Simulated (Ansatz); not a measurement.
**BBrH4N+ (SMILES [NH3+]BBr): one structure at several levels**

The task here is to estimate one member of a computed series from the others.

The runs use Ansatz 0.2.0, Gaussian basis; single points in def2-TZVPP.

Cores are frozen in the correlated methods. Filled d shells of the heavier atoms are correlated.

## Where the work starts

7 atoms, charge 1, spin multiplicity 1.

Atoms are counted from 1 here; the program's logs count them from 0.

Bond lengths: N1–B2 1.510 Å, N1–H4 0.995 Å, N1–H5 0.991 Å, N1–H6 1.022 Å, B2–Br3 1.790 Å, B2–H7 1.123 Å. Angles: B2–N1–H4 111.4°, B2–N1–H5 110.0°, B2–N1–H6 111.9°, H4–N1–H5 109.5°, H4–N1–H6 106.3°, H5–N1–H6 107.5°, N1–B2–Br3 118.2°, N1–B2–H7 117.7°, Br3–B2–H7 124.1°.

Coordinates:

```
N    -0.49000    0.47960   -0.01970
B     0.55040   -0.60740   -0.15130
Br    1.60470   -0.94430    1.25510
H    -1.40940    0.11900   -0.13910
H    -0.32470    1.19080   -0.68930
H    -0.47170    0.91620    0.90470
H     0.59240   -1.17500   -1.11990
```

The first run:

Contents of run/in.yaml:

```yaml
crystal:
  periodic: [false, false, false]
  atoms:
    - {symbol: N, position_ang: [-0.490000, 0.479600, -0.019700]}
    - {symbol: B, position_ang: [0.550400, -0.607400, -0.151300]}
    - {symbol: Br, position_ang: [1.604700, -0.944300, 1.255100]}
    - {symbol: H, position_ang: [-1.409400, 0.119000, -0.139100]}
    - {symbol: H, position_ang: [-0.324700, 1.190800, -0.689300]}
    - {symbol: H, position_ang: [-0.471700, 0.916200, 0.904700]}
    - {symbol: H, position_ang: [0.592400, -1.175000, -1.119900]}
basis:
  gaussian: {orbitals: def2-TZVPP}
total_charge: 1
correlation: {method: ccsd_t}
output: {forces: true}
```

No record of the launch command was kept for these runs.

Steps of the session up to this table: CCSD(T)/def2-TZVPP; PBE0-D4/def2-TZVPP; wB97M-V/def2-TZVPP; r2SCAN-D4/def2-TZVPP; PBE-D4/def2-TZVPP; r2SCAN0-D4/def2-TZVPP; BHLYP-D4/def2-TZVPP.

One of the session's tables, all rows but one given; the rest of the session is left out.

```
    method  RMS force component (eV/Å)  angle to CCSD(T) forces (°)
   CCSD(T)                       0.780                    reference
   PBE0-D4                       0.783                          6.9
   wB97M-V                       0.760                          3.2
 r2SCAN-D4                       0.787                          4.4
    PBE-D4                           ?                            ?
r2SCAN0-D4                       0.730                          7.4
  BHLYP-D4                       0.701                         10.5
```

**Question.** Estimate the row for PBE-D4.

**Answer.** RMS force component (eV/Å): 0.882; angle to CCSD(T) forces (°): 9.6. In the column «RMS force component (eV/Å)» it is the highest.
